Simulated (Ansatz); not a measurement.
# GaGe3 in Ansatz: convergence with k mesh

The system is GaGe3.

```
Ge Ga
1.0
     4.27847    0.00000    0.00000
     0.00000    4.27847    0.00000
     0.00000    0.00000    4.27847
Ge Ga
3 1
Direct
  0.50000 0.50000 0.00000
  0.50000 0.00000 0.50000
  0.00000 0.50000 0.50000
  0.00000 0.00000 0.00000
```

The cell comes from a database or a generator and needn't be the stable form of this composition.

```yaml
Program: Ansatz 0.2.0
Task: convergence study
Functional: PBE
Potentials_or_basis: Ansatz PAW
Cutoff: "420 eV (not typed: the program's choice for these potentials)"
k_mesh: 2 × 2 × 2
Occupations: fermi-dirac, width 0.05 eV
Spin: spin-orbit coupling, no magnetisation
```

These are the settings of the first run; the series varies k mesh, with any setting tied to it.

Hardware: 2 threads of Arm Neoverse V1, with other jobs on the host.

```tsv
k mesh	energy less the tightest run, at zero smearing (meV/atom)	pressure (GPa)	SCF cycles	CPU time (s)	peak memory (GiB)
2 × 2 × 2	508.10	6.65	8	5	0.52
3 × 3 × 3	133.49	0.46	8	5	0.52
4 × 4 × 4	-7.43	-0.44	8	11	0.57
5 × 5 × 5	0.51	-0.55	8	10	0.57
6 × 6 × 6	17.70	-0.06	8	20	0.61
7 × 7 × 7	3.98	-0.55	8	20	0.62
9 × 9 × 9	5.61	-0.28	8	35	0.7
10 × 10 × 10	0.00	-0.54	8	57	0.81
```

Not settled before the last step: the energy (to 1 meV/atom), the pressure (to 0.1 GPa). Meshes of other sizes hit other points, so gaps and Fermi surfaces needn't settle smoothly. The tightest run that finished is the yardstick and may itself not be fully converged.
